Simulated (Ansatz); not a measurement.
Write a Python script for Ansatz 0.2.0 through its Python package that makes a convergence test of the k-point mesh of Pb2Au, space group I4/mcm. Level of theory (first run): r2SCAN, PAW, cutoff 550 eV, 2×2×2 k-points, Fermi-Dirac smearing of 0.15 eV. The script varies mesh: (2, 2, 2), (3, 3, 3), (4, 4, 4), (5, 5, 5), (6, 6, 6).

`POSCAR_pb2au`
```text
Pb2Au
1.0
  -3.65500000    3.65500000    2.82200000
   3.65500000   -3.65500000    2.82200000
   3.65500000    3.65500000   -2.82200000
Pb Au
4 2
Direct
   0.66700000    0.16700000    0.83400000
   0.16700000    0.33300000    0.50000000
   0.33300000    0.83300000    0.16600000
   0.83300000    0.66700000    0.50000000
   0.25000000    0.25000000    0.00000000
   0.75000000    0.75000000    0.00000000
```

The script, `kconv_pb2au.py`:
```python
'''Convergence of Pb2Au with the k-point mesh.'''

import ansatz as az
from ase.io import read
import pandas as pd

atoms = read('POSCAR_pb2au', format='vasp')
pb2au = az.Crystal.from_ase(atoms)

setup = (
    pb2au.calculation()
    .functional('r2SCAN')
    .basis(550)
    .occupations('fermi_dirac', width=0.15)
)

rows = []
for value in [(2, 2, 2), (3, 3, 3), (4, 4, 4), (5, 5, 5), (6, 6, 6)]:
    summary = setup.kpoints(*value).run(threads=1).report
    rows.append((value, summary['free_energy_ev'] / len(summary['lattice']['sites']), summary['n_iterations'], summary['n_kpoints']))

table = pd.DataFrame(rows, columns=['mesh', 'F/atom (eV)', 'iterations', 'k-points'])
print(table.round(5).to_string(index=False))

# differences from the last row
for row in rows[:-1]:
    shift = 1000 * (row[1] - rows[-1][1])
    print(f'{row[0]}: {shift:+.2f} meV/atom' + ('  (within 1 meV)' if abs(shift) < 1 else ''))
```

```console
$ python kconv_pb2au.py
     mesh  F/atom (eV)  iterations  k-points
(2, 2, 2) -12335.24720           8         4
(3, 3, 3) -12335.12469           8         6
(4, 4, 4) -12335.14626           8        13
(5, 5, 5) -12335.14314           7        18
(6, 6, 6) -12335.15082           8        30
(2, 2, 2): -96.38 meV/atom
(3, 3, 3): +26.14 meV/atom
(4, 4, 4): +4.56 meV/atom
(5, 5, 5): +7.68 meV/atom
```

Notes:
- The smearing is wide enough that free energy and stress hold a thermal part of the electrons.
- Spin-orbit coupling, which matters for elements this heavy, is left out.
- The starting cell is as deposited in a crystallographic database; the results hold for this polymorph, which needn't be the stable one.
- Shifts are counted from the finest mesh, which is itself no proven limit.
- The whole script took 63 s on 1 thread of Arm Neoverse V2, with other jobs on the host, peak memory 1.1 GiB.
